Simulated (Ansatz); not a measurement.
Working through a relaxed scan of one distance of C₂H₄Ga (charge -1), SMILES C#[C][GaH3-]

Computed with Ansatz's Python interface.

The script reads `c2h4ga.xyz`:
```text
7

C     2.04830    0.12760    0.00390
C     0.84550    0.05270    0.00160
Ga   -1.09870   -0.06840   -0.00210
H     3.10460    0.19340    0.00590
H    -1.66780    0.41000    1.42640
H    -1.53980   -1.59320   -0.27370
H    -1.69200    0.87810   -1.16200
```

Notebook, run cell by cell (the value of a cell's last expression is shown):

In [1]:
```python
from dataclasses import dataclass

import ansatz
import numpy as np
```

In [2]:
```python
@dataclass(frozen=True)
class Options:
    basis_set: str = "def2-SVP"
    xc: str = "hf"
    net_charge: int = -1
```

In [3]:
```python
opts = Options()

geometry = ansatz.Crystal.molecule_from_extxyz("c2h4ga.xyz")
```

In [4]:
```python
job = geometry.calculation()
job = job.basis(gaussian=opts.basis_set)
job = job.functional(opts.xc)
job = job.charge(opts.net_charge)
symbols = [site.symbol for site in geometry.cartesian_sites]
pairs = [(0, 1), (0, 3), (1, 2), (2, 4), (2, 5), (2, 6)]
print("held (A)   E (eV)        ", "  ".join(f"{symbols[i]}{i}-{symbols[j]}{j}" for i, j in pairs))
for length in [1.48, 1.61, 1.74, 1.93, 2.17]:
    data = job.relax(constraints=[ansatz.DistanceConstraint((2, 4), at=length)], force_tolerance=0.02, max_steps=60).run(threads=1, pin="off").report
    xyz = np.array(data["positions_ang"])
    print(f"{length:6.2f} {data['free_energy_ev']:14.5f}  ", "  ".join(f"{np.linalg.norm(xyz[i] - xyz[j]):.3f}" for i, j in pairs))
```
```text
held (A)   E (eV)         C0-C1  C0-H3  C1-Ga2  Ga2-H4  Ga2-H5  Ga2-H6
DeckWarning: relax.constraints: the input's atoms, or those drawn, lie off the distances that are held; a relaxation that starts there is brought onto them ahead of its first SCF, by positions alone, an atom by 6.52e-2 Å at the most. With the symmetry [...]
  1.48   -54448.51243   1.209  1.065  2.060  1.480  1.633  1.633
  1.61   -54448.66563   1.208  1.065  2.053  1.610  1.629  1.629
  1.74   -54448.60629   1.208  1.065  2.047  1.740  1.623  1.623
  1.93   -54448.32206   1.207  1.065  2.037  1.930  1.616  1.616
  2.17   -54447.83577   1.206  1.065  2.025  2.170  1.607  1.607
```

What to keep in mind:
- Total energies depend on the basis set; only differences at equal settings carry meaning.
- Warnings are shown shortened and without file and line.
- The energies are electronic: no zero-point or thermal terms, and the basis set is short of its limit.
- Anions want diffuse functions, which this basis lacks.
- Timing: 35 s on 1 thread of Arm Neoverse V2 (shared host), peak memory 0.23 GiB.
